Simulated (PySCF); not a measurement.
# C4H7B (SMILES C#CB(C)C): levels of theory compared

We compute a comparison of 6 runs (HF/3-21G, HF/def2-SVP, B3LYP/6-31G*, BLYP/pcseg-1, PBE0/def2-SVP, MP2/def2-SVP) of C4H7B. Input form: a Python script.

The calculation is run with PySCF 2.14.0.

## Step 1: The structure to begin with

C4H7B has 12 atoms, charge 0, and is taken as a singlet. SMILES: `C#CB(C)C`. Geometry: relaxed at PBE0-D4/def2-TZVP.

Bond lengths: C1–C2 1.208 Å, C2–B3 1.525 Å, B3–C4 1.564 Å, B3–C5 1.564 Å, C1–H6 1.066 Å, C4–H7 1.093 Å, C4–H8 1.101 Å, C4–H9 1.091 Å, C5–H10 1.101 Å, C5–H11 1.091 Å, C5–H12 1.093 Å. Some angles: C1–C2–B3 179.9°, C2–B3–C4 119.1°, C2–B3–C5 119.2°, C4–B3–C5 121.7°, C2–C1–H6 180.0°, B3–C4–H7 113.4°, B3–C4–H8 106.2°, B3–C4–H9 114.2°, B3–C5–H10 106.3°, B3–C5–H11 114.3°.

## Step 2: Energy and forces at HF/3-21G (run 1)

calc.py reads:

```python
import pyscf.grad
from pyscf import gto

molecule = gto.M(
    atom='''
C       -0.661600       2.532300       0.484500
C       -0.357900       1.383300       0.266900
B        0.024200      -0.067500      -0.009200
C       -0.665800      -1.205600       0.811900
C        1.094600      -0.379000      -1.106000
H       -0.929800       3.545600       0.676300
H       -0.078400      -2.125800       0.854900
H       -1.592200      -1.454800       0.272500
H       -0.970700      -0.909700       1.817200
H        2.071000      -0.357100      -0.598500
H        1.148800       0.363300      -1.904000
H        0.995000      -1.380100      -1.532400
''',
    verbose=4,
    basis='3-21g',
    max_memory=1860,
    spin=0,
    charge=0,
)

mf = molecule.RHF()
mf.conv_tol = 1e-10
mf.kernel()
if not mf.converged:
    mf = mf.newton().run(mf.mo_coeff, mf.mo_occ)

e_final = mf.e_tot
print('E = %.10f Eh' % e_final)
grad = mf.Gradients().kernel()
dip = mf.dip_moment()
pop, q = mf.mulliken_pop()
```

Command:

```bash
OMP_NUM_THREADS=1 python calc.py
```

Standard output:

```text
PySCF version 2.14.0

[... 68 lines left out ...]
converged SCF energy = -179.204426853165
[... 12 lines left out ...]
Dipole moment(X, Y, Z, Debye): -0.05574,  0.19293,  0.03900
[... 33 lines left out ...]
pop of  3 C 2pz           0.54018
pop of  3 C 3px           0.59730
pop of  3 C 3py           0.60880
pop of  3 C 3pz           0.59288
pop of  4 C 1s            1.98872
pop of  4 C 2s            0.34415
pop of  4 C 3s            1.21966
pop of  4 C 2px           0.54611
pop of  4 C 2py           0.53605
pop of  4 C 2pz           0.54784
pop of  4 C 3px           0.61102
pop of  4 C 3py           0.59368
pop of  4 C 3pz           0.59433
pop of  5 H 1s            0.45188
pop of  5 H 2s            0.21435
pop of  6 H 1s            0.46117
pop of  6 H 2s            0.34309
pop of  7 H 1s            0.45158
pop of  7 H 2s            0.34507
pop of  8 H 1s            0.46020
pop of  8 H 2s            0.33362
pop of  9 H 1s            0.45154
pop of  9 H 2s            0.34529
pop of  10 H 1s           0.46046
pop of  10 H 2s           0.33357
pop of  11 H 1s           0.46093
pop of  11 H 2s           0.34315
 ** Mulliken atomic charges  **
charge of    0C =     -0.45710
charge of    1C =     -0.42816
charge of    2B =      1.30397
charge of    3C =     -0.98126
charge of    4C =     -0.98157
charge of    5H =      0.33378
charge of    6H =      0.19574
charge of    7H =      0.20335
charge of    8H =      0.20618
charge of    9H =      0.20317
charge of   10H =      0.20597
charge of   11H =      0.19592
```

Run time: 5.1 s. Hardware: 1 thread of Intel Xeon at 2.50GHz (Skylake/Cascade Lake), shared host; peak memory 0.13 GiB.

## Step 3: Energy and forces at HF/def2-SVP (run 2)

calc.py reads:

```python
from pyscf import gto, scf

molecule = gto.M(
    atom='''
C     -1.250243     4.785353     0.915572
C     -0.676333     2.614058     0.504368
B      0.045731    -0.127557    -0.017385
C     -1.258180    -2.278254     1.534269
C      2.068494    -0.716206    -2.090037
H     -1.757067     6.700213     1.278022
H     -0.148155    -4.017180     1.615527
H     -3.008822    -2.749174     0.514950
H     -1.834357    -1.719084     3.434010
H      3.913623    -0.674821    -1.131001
H      2.170917     0.686538    -3.598039
H      1.880277    -2.608011    -2.895816
''',
    basis='def2-svp',
    max_memory=1860,
    verbose=4,
    unit='bohr',
    charge=0,
)

myscf = scf.RHF(molecule)
myscf.conv_tol = 1e-10
myscf.kernel()
if not myscf.converged:
    myscf = myscf.newton().run(myscf.mo_coeff, myscf.mo_occ)

e_final = myscf.e_tot
print('E(%s) = %.9f' % ('HF', e_final))
grad = myscf.nuc_grad_method().kernel()
dip = myscf.dip_moment()
pop, q = myscf.mulliken_pop()
```

Command:

```bash
OMP_NUM_THREADS=1 python calc.py
```

Standard output:

```text
PySCF version 2.14.0

[... 68 lines left out ...]
converged SCF energy = -180.061661866005
[... 12 lines left out ...]
Dipole moment(X, Y, Z, Debye): -0.02836,  0.09270,  0.01921
[... 79 lines left out ...]
pop of  6 H 2py           0.01440
pop of  6 H 2pz           0.00406
pop of  7 H 1s            0.73631
pop of  7 H 2s            0.17971
pop of  7 H 2px           0.01429
pop of  7 H 2py           0.00611
pop of  7 H 2pz           0.00775
pop of  8 H 1s            0.74630
pop of  8 H 2s            0.17773
pop of  8 H 2px           0.00550
pop of  8 H 2py           0.00558
pop of  8 H 2pz           0.01605
pop of  9 H 1s            0.73630
pop of  9 H 2s            0.17979
pop of  9 H 2px           0.01588
pop of  9 H 2py           0.00460
pop of  9 H 2pz           0.00767
pop of  10 H 1s           0.74668
pop of  10 H 2s           0.17765
pop of  10 H 2px          0.00487
pop of  10 H 2py          0.01050
pop of  10 H 2pz          0.01172
pop of  11 H 1s           0.74921
pop of  11 H 2s           0.18456
pop of  11 H 2px          0.00504
pop of  11 H 2py          0.01554
pop of  11 H 2pz          0.00642
 ** Mulliken atomic charges  **
charge of    0C =     -0.15889
charge of    1C =     -0.04635
charge of    2B =      0.22200
charge of    3C =     -0.19073
charge of    4C =     -0.19062
charge of    5H =      0.07746
charge of    6H =      0.03890
charge of    7H =      0.05583
charge of    8H =      0.04884
charge of    9H =      0.05577
charge of   10H =      0.04857
charge of   11H =      0.03923
```

Wall time 26 s (1 thread of Intel Xeon at 2.50GHz (Skylake/Cascade Lake), shared host); peak memory 0.23 GiB.

Run 3 isn't shown in full; the table further down has it.

## Step 4: Energy and gradient at BLYP/pcseg-1 (run 4)

input.py reads:

```python
import pyscf.grad
from pyscf import gto, dft

mol = gto.Mole()
mol.atom = [
    ('C', (-0.661600, 2.532300, 0.484500)),
    ('C', (-0.357900, 1.383300, 0.266900)),
    ('B', (0.024200, -0.067500, -0.009200)),
    ('C', (-0.665800, -1.205600, 0.811900)),
    ('C', (1.094600, -0.379000, -1.106000)),
    ('H', (-0.929800, 3.545600, 0.676300)),
    ('H', (-0.078400, -2.125800, 0.854900)),
    ('H', (-1.592200, -1.454800, 0.272500)),
    ('H', (-0.970700, -0.909700, 1.817200)),
    ('H', (2.071000, -0.357100, -0.598500)),
    ('H', (1.148800, 0.363300, -1.904000)),
    ('H', (0.995000, -1.380100, -1.532400)),
]
mol.spin = 0
mol.charge = 0
mol.max_memory = 1860
mol.verbose = 4
mol.basis = 'pcseg-1'
mol.build()

mf = dft.RKS(mol, xc='blyp')
mf.grids.level = 5
mf.conv_tol = 1e-10
mf.kernel()
if not mf.converged:
    mf = mf.newton().run(mf.mo_coeff, mf.mo_occ)

etot = mf.e_tot
print(f'total energy: {etot:.8f} hartree')
grad = mf.Gradients().kernel()
dip = mf.dip_moment()
pop, q = mf.mulliken_pop()
```

Command:

```bash
OMP_NUM_THREADS=1 python input.py
```

Standard output:

```text
PySCF version 2.14.0

[... 82 lines left out ...]
converged SCF energy = -181.311966376674
total energy: -181.31196638 hartree
[... 12 lines left out ...]
Dipole moment(X, Y, Z, Debye): -0.00762,  0.01246,  0.00453
[... 79 lines left out ...]
pop of  6 H 2py           0.00892
pop of  6 H 2pz           0.00354
pop of  7 H 1s            0.75544
pop of  7 H 2s            0.12351
pop of  7 H 2px           0.00890
pop of  7 H 2py           0.00468
pop of  7 H 2pz           0.00550
pop of  8 H 1s            0.76388
pop of  8 H 2s            0.12831
pop of  8 H 2px           0.00421
pop of  8 H 2py           0.00438
pop of  8 H 2pz           0.00981
pop of  9 H 1s            0.75543
pop of  9 H 2s            0.12346
pop of  9 H 2px           0.00976
pop of  9 H 2py           0.00383
pop of  9 H 2pz           0.00548
pop of  10 H 1s           0.76419
pop of  10 H 2s           0.12819
pop of  10 H 2px          0.00392
pop of  10 H 2py          0.00691
pop of  10 H 2pz          0.00755
pop of  11 H 1s           0.76693
pop of  11 H 2s           0.13476
pop of  11 H 2px          0.00405
pop of  11 H 2py          0.00950
pop of  11 H 2pz          0.00479
 ** Mulliken atomic charges  **
charge of    0C =     -0.20742
charge of    1C =      0.08264
charge of    2B =      0.17684
charge of    3C =     -0.30550
charge of    4C =     -0.30544
charge of    5H =      0.01692
charge of    6H =      0.07935
charge of    7H =      0.10197
charge of    8H =      0.08941
charge of    9H =      0.10203
charge of   10H =      0.08923
charge of   11H =      0.07997
```

It took 94 s on 1 thread of Intel Xeon at 2.50GHz (Skylake/Cascade Lake), shared host; peak memory 1.1 GiB.

Run 5 isn't shown in full; the table further down has it.

## Step 5: Energy and forces at MP2/def2-SVP (run 6)

job.py reads:

```python
from pyscf import gto, scf, mp

system = gto.Mole()
system.atom = '''
C       -0.661600       2.532300       0.484500
C       -0.357900       1.383300       0.266900
B        0.024200      -0.067500      -0.009200
C       -0.665800      -1.205600       0.811900
C        1.094600      -0.379000      -1.106000
H       -0.929800       3.545600       0.676300
H       -0.078400      -2.125800       0.854900
H       -1.592200      -1.454800       0.272500
H       -0.970700      -0.909700       1.817200
H        2.071000      -0.357100      -0.598500
H        1.148800       0.363300      -1.904000
H        0.995000      -1.380100      -1.532400
'''
system.verbose = 4
system.max_memory = 1860
system.basis = 'def2-svp'
system.build()

mf = scf.RHF(system)
mf.conv_tol = 1e-10
mf.kernel()
if not mf.converged:
    mf = mf.newton().run(mf.mo_coeff, mf.mo_occ)

pt = mp.MP2(mf, frozen=5).run()
e_tot = pt.e_tot
print('E(%s) = %.9f' % ('MP2', e_tot))
grad = pt.nuc_grad_method().kernel()
dip = mf.dip_moment()
pop, q = mf.mulliken_pop()
```

Command:

```bash
OMP_NUM_THREADS=1 python job.py
```

Standard output:

```text
PySCF version 2.14.0

[... 68 lines left out ...]
converged SCF energy = -180.061661858046
[... 17 lines left out ...]
Dipole moment(X, Y, Z, Debye): -0.02836,  0.09270,  0.01921
[... 79 lines left out ...]
pop of  6 H 2py           0.01440
pop of  6 H 2pz           0.00406
pop of  7 H 1s            0.73631
pop of  7 H 2s            0.17971
pop of  7 H 2px           0.01429
pop of  7 H 2py           0.00611
pop of  7 H 2pz           0.00775
pop of  8 H 1s            0.74630
pop of  8 H 2s            0.17773
pop of  8 H 2px           0.00550
pop of  8 H 2py           0.00558
pop of  8 H 2pz           0.01605
pop of  9 H 1s            0.73630
pop of  9 H 2s            0.17979
pop of  9 H 2px           0.01588
pop of  9 H 2py           0.00460
pop of  9 H 2pz           0.00767
pop of  10 H 1s           0.74668
pop of  10 H 2s           0.17765
pop of  10 H 2px          0.00487
pop of  10 H 2py          0.01050
pop of  10 H 2pz          0.01172
pop of  11 H 1s           0.74921
pop of  11 H 2s           0.18456
pop of  11 H 2px          0.00504
pop of  11 H 2py          0.01554
pop of  11 H 2pz          0.00642
 ** Mulliken atomic charges  **
charge of    0C =     -0.15889
charge of    1C =     -0.04635
charge of    2B =      0.22200
charge of    3C =     -0.19073
charge of    4C =     -0.19062
charge of    5H =      0.07746
charge of    6H =      0.03890
charge of    7H =      0.05583
charge of    8H =      0.04884
charge of    9H =      0.05577
charge of   10H =      0.04857
charge of   11H =      0.03923
```

It took 51 s on 1 thread of Intel Xeon at 2.50GHz (Skylake/Cascade Lake), shared host; peak memory 0.7 GiB.

## Step 6: The series

| run | level | integration grid | frozen core orbitals | energy (Eh) | dipole moment (D) of the reference | HOMO energy (eV) | LUMO energy (eV) | wall time |
| --- | --- | --- | --- | --- | --- | --- | --- | --- |
| 1 | HF/3-21G | – | – | -179.204427 | 0.20 | -10.43 | 2.69 | 5.1 s |
| 2 | HF/def2-SVP | – | – | -180.061662 | 0.10 | -10.55 | 2.45 | 26 s |
| 3 | B3LYP/6-31G* (spherical functions) | 5 | – | -181.442058 | 0.10 | -7.15 | -1.21 | 70 s |
| 4 | BLYP/pcseg-1 | 5 | – | -181.311966 | 0.02 | -6.34 | -2.14 | 94 s |
| 5 | PBE0/def2-SVP | 5 | – | -181.073360 | 0.02 | -7.70 | -1.31 | 1.7 min |
| 6 | MP2/def2-SVP | – | 5 | -180.678055 | 0.10 | -10.55 | 2.45 | 51 s |

## Step 7: Results

```
                                          quantity          value
                               run 6: total energy  -180.67805 Eh
       run 6: dipole moment (Hartree–Fock density)         0.10 D
        run 6: HOMO energy (Hartree–Fock orbitals)      -10.55 eV
        run 6: LUMO energy (Hartree–Fock orbitals)        2.45 eV
      run 6: HOMO–LUMO gap (Hartree–Fock orbitals)       13.00 eV
run 6: correlation energy (5 core orbitals frozen)     -616.4 mEh
                   run 6: largest force on an atom     2.309 eV/Å
```

What this shows: Over runs 1, 2, 3, 4, 5 the dipole moment (its size) runs from 0.02 D (BLYP/pcseg-1) to 0.20 D (HF/3-21G). The two ends differ in method and basis. Over runs 1, 2, 3, 4, 5 the HOMO–LUMO gap runs from 4.20 eV (BLYP/pcseg-1) to 13.12 eV (HF/3-21G). Totals of different functionals can't be ranked against each other. All runs together took 5.8 min, the longest 1.7 min.
